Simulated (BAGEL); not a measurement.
# [SiF3]− (SMILES F[Si-](F)F): PBE0/aug-cc-pVDZ (density fitting with qzvpp-jkfit)

Aim: the energy change on altering one bond length of [SiF3]− at PBE0/aug-cc-pVDZ (density fitting with qzvpp-jkfit), from 2 runs. 

Program for the calculation: BAGEL 1.2.2.

1 further run of the same task is left out (set aside as unsound or not needed).

## Step 1: The molecule

The species is [SiF3]− (4 atoms), meant as a singlet with charge -1. SMILES: `F[Si-](F)F`. The shape is that of a GFN2-xTB optimisation.

Bond lengths: Si1–F2 1.693 Å, Si1–F3 1.696 Å, Si1–F4 1.697 Å. Angles: F2–Si1–F3 93.7°, F2–Si1–F4 93.6°, F3–Si1–F4 93.7°.

## Step 2: The energy at PBE0/aug-cc-pVDZ (density fitting with qzvpp-jkfit)

The input, input.json:

```json
{ "bagel": [

{
  "title": "molecule",
  "basis": "aug-cc-pvdz.json",
  "df_basis": "qzvpp-jkfit",
  "angstrom": true,
  "geometry": [
    { "atom": "Si", "xyz": [      -0.004470,       0.005770,       0.685050 ] },
    { "atom": "F", "xyz": [       1.428310,      -0.030960,      -0.216950 ] },
    { "atom": "F", "xyz": [      -0.687310,       1.250250,      -0.242810 ] },
    { "atom": "F", "xyz": [      -0.736530,      -1.225060,      -0.225300 ] }
  ]
},

{ "title": "ks", "xc_func": "pbe0", "charge": -1 },

{ "title": "print", "file": "orbitals.molden", "orbitals": true }

]}
```

The basis set aug-cc-pVDZ is read from a file made from the Basis Set Exchange's data (not shown).

The run is started by

```sh
$ BAGEL_NUM_THREADS=1 BAGEL input.json > input.out
```

Output:

```text
* using 1 threads per process

  ===============================================================
  ===============================================================

  *** Geometry ***

  { "atom" : "Si", "xyz" : [     -0.008447,      0.010904,      1.294557 ] },
  { "atom" : "F", "xyz" : [      2.699115,     -0.058506,     -0.409976 ] },
  { "atom" : "F", "xyz" : [     -1.298828,      2.362630,     -0.458844 ] },
  { "atom" : "F", "xyz" : [     -1.391840,     -2.315028,     -0.425755 ] },

  Number of auxiliary basis functions:      359

  Since a DF basis is specified, we compute 2- and 3-index integrals:
    o Being stored without compression. Storage requirement is 0.026 GB

  Number of basis functions:       96
  Number of electrons      :       41

    * METHOD: MOLECULE                             0.11

  *** Kohn-Sham DFT ***

    * Removing 5883 points whose weight is below 1.00e-10
    * Grid points: 53741

  === Nuclear Repulsion ===
   169.9611639501

       - DIIS with orbital gradients will be used.

  === KS iteration (pbe0 / aug-cc-pvdz.json) ===
      0       -565.73527865          0.09878960           0.16
      1       -527.01656277          0.22862535           0.15
      2       -572.70845680          0.08991309           0.15
      3       -584.40577786          0.08653864           0.15
      4       -588.35110763          0.03036419           0.15
      5       -588.68210246          0.01811985           0.15
      6       -588.87012306          0.00230348           0.15
      7       -588.87353445          0.00041622           0.15
      8       -588.87360409          0.00021520           0.15
      9       -588.87363573          0.00002895           0.15
     10       -588.87363630          0.00000416           0.15
     11       -588.87363631          0.00000122           0.15
     12       -588.87363631          0.00000032           0.15
     13       -588.87363631          0.00000018           0.15
     14       -588.87363631          0.00000005           0.15
     15       -588.87363631          0.00000003           0.15
     16       -588.87363631          0.00000001           0.15
    * SCF iteration converged.

    * Permanent dipole moment:
           (   -0.006690,    -0.000828,     0.168676) a.u.

    * METHOD: KS                                   2.79

    * METHOD: PRINT                                0.02

  ===============================================================
```

It took 3.3 s on 1 thread of Arm Neoverse V2, shared host; peak memory 0.27 GiB.

## Step 3: The distorted shape, same level

The input, job.json:

```json
{ "bagel": [

{
  "title": "molecule",
  "basis": "aug-cc-pvdz.json",
  "df_basis": "qzvpp-jkfit",
  "angstrom": "true",
  "geometry": [
    { "atom": "Si", "xyz": [      -0.720867,       0.024135,       1.136054 ] },
    { "atom": "F", "xyz": [       1.428310,      -0.030960,      -0.216950 ] },
    { "atom": "F", "xyz": [      -1.403707,       1.268615,       0.208194 ] },
    { "atom": "F", "xyz": [      -1.452927,      -1.206695,       0.225704 ] }
  ]
},

{
  "title": "ks",
  "xc_func": "pbe0",
  "charge": -1
},

{
  "title": "print",
  "file": "orbitals.molden",
  "orbitals": "true"
}

]}
```

The basis set aug-cc-pVDZ is read from a file made from the Basis Set Exchange's data (not shown).

The run is started by

```sh
$ BAGEL_NUM_THREADS=1 BAGEL job.json > job.out
```

Output:

```text
* using 1 threads per process

  ===============================================================
  ===============================================================

  *** Geometry ***

  { "atom" : "Si", "xyz" : [     -1.362241,      0.045609,      2.146831 ] },
  { "atom" : "F", "xyz" : [      2.699115,     -0.058506,     -0.409976 ] },
  { "atom" : "F", "xyz" : [     -2.652622,      2.397335,      0.393430 ] },
  { "atom" : "F", "xyz" : [     -2.745634,     -2.280323,      0.426519 ] },

  Number of auxiliary basis functions:      359

  Since a DF basis is specified, we compute 2- and 3-index integrals:
    o Being stored without compression. Storage requirement is 0.026 GB

  Number of basis functions:       96
  Number of electrons      :       41

    * METHOD: MOLECULE                             0.11

  *** Kohn-Sham DFT ***

    * Removing 5142 points whose weight is below 1.00e-10
    * Grid points: 54482

  === Nuclear Repulsion ===
   149.4369268309

       - DIIS with orbital gradients will be used.

  === KS iteration (pbe0 / aug-cc-pvdz.json) ===
      0       -566.24826225          0.09592198           0.17
      1       -531.96498730          0.11022741           0.16
      2       -533.68205390          0.16951077           0.16
      3       -580.08973242          0.07926370           0.16
      4       -571.46412737          0.09787176           0.16
      5       -586.07776356          0.05998305           0.16
      6       -586.07321939          0.05876291           0.16
      7       -556.02003384          0.13895613           0.16
      8       -588.52025652          0.01760519           0.16
      9       -588.52032525          0.02218374           0.16
     10       -588.80445836          0.00309047           0.16
     11       -588.81120232          0.00060954           0.16
     12       -588.81139234          0.00026100           0.16
     13       -588.81142678          0.00008228           0.16
     14       -588.81143158          0.00000994           0.16
     15       -588.81143164          0.00000332           0.16
     16       -588.81143165          0.00000201           0.16
     17       -588.81143165          0.00000102           0.16
     18       -588.81143165          0.00000026           0.16
     19       -588.81143165          0.00000012           0.16
     20       -588.81143165          0.00000004           0.16
     21       -588.81143165          0.00000000           0.16
    * SCF iteration converged.

    * Permanent dipole moment:
           (    1.728962,    -0.045295,    -0.977551) a.u.

    * METHOD: KS                                   3.78

    * METHOD: PRINT                                0.02

  ===============================================================
```

It took 4.2 s on 1 thread of Arm Neoverse V2, shared host; peak memory 0.27 GiB.

## Step 4: Outcome

At PBE0/aug-cc-pVDZ (density fitting with qzvpp-jkfit):

```
                                                              quantity          value
                                             first shape: total energy  -588.87364 Eh
                                              first shape: HOMO energy       -1.21 eV
                                              first shape: LUMO energy        4.03 eV
    first shape: HOMO–LUMO gap (to an unbound level, set by the basis)        5.24 eV
                                         distorted shape: total energy  -588.81143 Eh
                                          distorted shape: HOMO energy       -2.45 eV
                                          distorted shape: LUMO energy        3.17 eV
distorted shape: HOMO–LUMO gap (to an unbound level, set by the basis)        5.62 eV
    energy change with the Si1–F2 bond stretched from 1.693 to 2.540 Å       1.693 eV
```

In words: With the Si1–F2 bond stretched from 1.693 to 2.540 Å the energy rises by 1.69 eV (39 kcal/mol). The first shape isn't relaxed at this level, so the change isn't measured from a minimum.
